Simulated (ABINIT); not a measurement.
Hf3Be:

```
CELL_PARAMETERS angstrom
-2.09200 2.09200 4.35305
2.09200 -2.09200 4.35305
2.09200 2.09200 -4.35305
ATOMIC_POSITIONS crystal
Hf 0.50000 0.50000 0.00000
Hf 0.25000 0.75000 0.50000
Hf 0.75000 0.25000 0.50000
Be 0.00000 0.00000 0.00000
```

The cell comes from a database or a generator and needn't be the stable form of this composition.

```yaml
Program: ABINIT 10.8.3 (patched build)
Task: single point
Functional: PBE
Potentials_or_basis: JTH PAW PBE v2.0
Cutoff: 517 eV
k_mesh: 9 × 9 × 9
Occupations: fermi-dirac, width 0.05 eV
Spin: no spin polarisation
```

On this cell: pressure 0.0 GPa; largest force under 0.003 eV/Å; band gap on the k mesh none (metal or under the smearing width).

The same run follows on a disturbed copy (atoms moved at random, drawn with an rms of 0.05 Å):

```
Hf Be
1.0
    -2.09200    2.09200    4.35305
     2.09200   -2.09200    4.35305
     2.09200    2.09200   -4.35305
Hf Be
3 1
Direct
  0.49071 0.49881 0.99336
  0.25882 0.75145 0.51692
  0.75503 0.25497 0.49878
  0.00421 0.99145 0.99515
```

Problem. What changes?

Solution. The energy (extrapolated to zero smearing) moves by +10.4 meV/atom; pressure 0.2 GPa; largest force 0.760 eV/Å; band gap on the k mesh none (metal or under the smearing width).

Forces on the atoms (eV/Å):
```
Hf  -0.018  0.444  0.249
Hf  -0.270 -0.705  0.091
Hf   0.149  0.307 -0.307
Be   0.139 -0.046 -0.033
```

Stress tensor (GPa, compression positive):
```
-1.14  0.02  0.20
 0.02  0.97 -0.34
 0.20 -0.34  0.66
```
